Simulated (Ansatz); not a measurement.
# C₄H₃F₇: one species, many methods

The task here is to estimate one member of a computed series from the others.

Method: functionals in def2-TZVPP, the program's frozen cores in correlated methods; program: Ansatz 0.2.0, Gaussian basis.

Levels to be run: LDA (SPW92), PBE-D4, revPBE-D4, BLYP-D4, r2SCAN-D4, B97M-V, PBE0-D4, B3LYP-D4, r2SCANh-D4, r2SCAN0-D4, HSE06-D4, BHLYP-D4, CAM-B3LYP-D4, LC-ωPBE, ωB97X-V, ωB97M-V, B2PLYP, PBE-QIDH; CCSD(T)/def2-SVP; CCSD(T)/def2-TZVPP; MP2/def2-QZVPP; extrapolation to the limit; RPA on PBE.

**The relaxed structure**

All runs share one geometry, relaxed beforehand with PBE0-D4 in a triple-zeta def2 set.

SMILES `FC(F)[C@H](F)[C@@H](F)C(F)(F)F`, 14 atoms, charge 0, spin multiplicity 1.

Atoms are counted from 1 here; the program's logs count them from 0.

Bond lengths: F1–C2 1.347 Å, C2–F3 1.356 Å, C2–C4 1.521 Å, C2–H12 1.093 Å, C4–F5 1.368 Å, C4–C6 1.514 Å, C4–H13 1.095 Å, C6–F7 1.369 Å, C6–C8 1.527 Å, C6–H14 1.095 Å, C8–F9 1.333 Å, C8–F10 1.339 Å, C8–F11 1.325 Å. Angles: F1–C2–F3 108.0°, F1–C2–C4 109.1°, F1–C2–H12 108.9°, F3–C2–C4 108.7°, F3–C2–H12 109.2°, C4–C2–H12 112.8°, C2–C4–F5 107.5°, C2–C4–C6 111.2°, C2–C4–H13 108.4°, F5–C4–C6 111.0°, F5–C4–H13 109.2°, C6–C4–H13 109.5°, C4–C6–F7 110.3°, C4–C6–C8 113.8°, C4–C6–H14 108.6°, F7–C6–C8 108.2°, F7–C6–H14 109.0°, C8–C6–H14 106.8° and more.

Set-up of the first run:

in.yaml reads:

```yaml
crystal:
  periodic: [false, false, false]
  atoms:
    - {symbol: F, position_ang: [0.414736, 1.400960, -2.618389]}
    - {symbol: C, position_ang: [-0.275571, 1.231041, -1.474530]}
    - {symbol: F, position_ang: [-0.153410, 2.362929, -0.738317]}
    - {symbol: C, position_ang: [0.331377, 0.074202, -0.695182]}
    - {symbol: F, position_ang: [0.168033, -1.058839, -1.444763]}
    - {symbol: C, position_ang: [-0.322007, -0.074552, 0.662248]}
    - {symbol: F, position_ang: [-1.666553, -0.289456, 0.522310]}
    - {symbol: C, position_ang: [0.257673, -1.208710, 1.504892]}
    - {symbol: F, position_ang: [-0.272525, -1.183637, 2.727420]}
    - {symbol: F, position_ang: [1.580024, -1.038466, 1.624659]}
    - {symbol: F, position_ang: [0.032898, -2.406309, 0.985220]}
    - {symbol: H, position_ang: [-1.329644, 1.072634, -1.716969]}
    - {symbol: H, position_ang: [1.401461, 0.268204, -0.565697]}
    - {symbol: H, position_ang: [-0.166481, 0.849999, 1.227108]}
basis:
  gaussian: {orbitals: def2-TZVPP}
hamiltonian: {xc: lda}
output: {orbitals: {seedname: orbitals}}
```

Run with:

```bash
ansatz run in.yaml --threads 5 --pin off --events-out ev --progress --plain --max-ram 66560MiB --backend cuda --devices 0, --max-vram 37GiB
```

Steps of the session up to this table: LDA; PBE-D4 (GGA); revPBE-D4 (GGA); BLYP-D4 (GGA); r2SCAN-D4 (meta-GGA); B97M-V (meta-GGA); B3LYP-D4 (hybrid); r2SCANh-D4 (hybrid); r2SCAN0-D4 (hybrid); HSE06-D4 (hybrid); BHLYP-D4 (hybrid); CAM-B3LYP-D4 (range-separated); LC-ωPBE (range-separated); ωB97X-V (range-separated); ωB97M-V (range-separated); B2PLYP (double hybrid); PBE-QIDH (double hybrid).

One table of the session follows, with a row left open; its other results are not shown here.

It belongs to the step «Orbital energies across the functionals». 

| functional | HOMO (eV) | LUMO (eV) | gap (eV) |
| --- | --- | --- | --- |
| LDA (SPW92) | -8.44 | -0.56 | 7.87 |
| PBE-D4 | -8.22 | -0.22 | 8.00 |
| revPBE-D4 | -8.12 | -0.07 | 8.05 |
| BLYP-D4 | ? | ? | ? |
| r2SCAN-D4 | -8.63 | 0.19 | 8.82 |
| B97M-V | -8.81 | 0.14 | 8.95 |
| PBE0-D4 | -10.03 | 0.89 | 10.91 |
| B3LYP-D4 | -9.83 | 0.54 | 10.37 |
| r2SCANh-D4 | -9.30 | 0.59 | 9.89 |
| r2SCAN0-D4 | -10.31 | 1.16 | 11.46 |
| HSE06-D4 | -9.61 | 0.50 | 10.12 |
| BHLYP-D4 | -11.84 | 1.78 | 13.61 |
| CAM-B3LYP-D4 | -11.59 | 1.84 | 13.43 |
| LC-ωPBE | -12.82 | 3.21 | 16.03 |
| ωB97X-V | -12.51 | 3.04 | 15.55 |
| ωB97M-V | -12.42 | 2.68 | 15.11 |

**Question.** Estimate the row for BLYP-D4.

Worked estimate for «HOMO (eV)». Against the share of exact exchange, B3LYP-D4 (0.2, -9.83), BHLYP-D4 (0.5, -11.84) give a slope of -6.70 per unit share; at 0 the line stands at -8.49.

As computed: HOMO (eV): -8.20; LUMO (eV): -0.15; gap (eV): 8.06. In «HOMO (eV)» the line misses by -0.29.
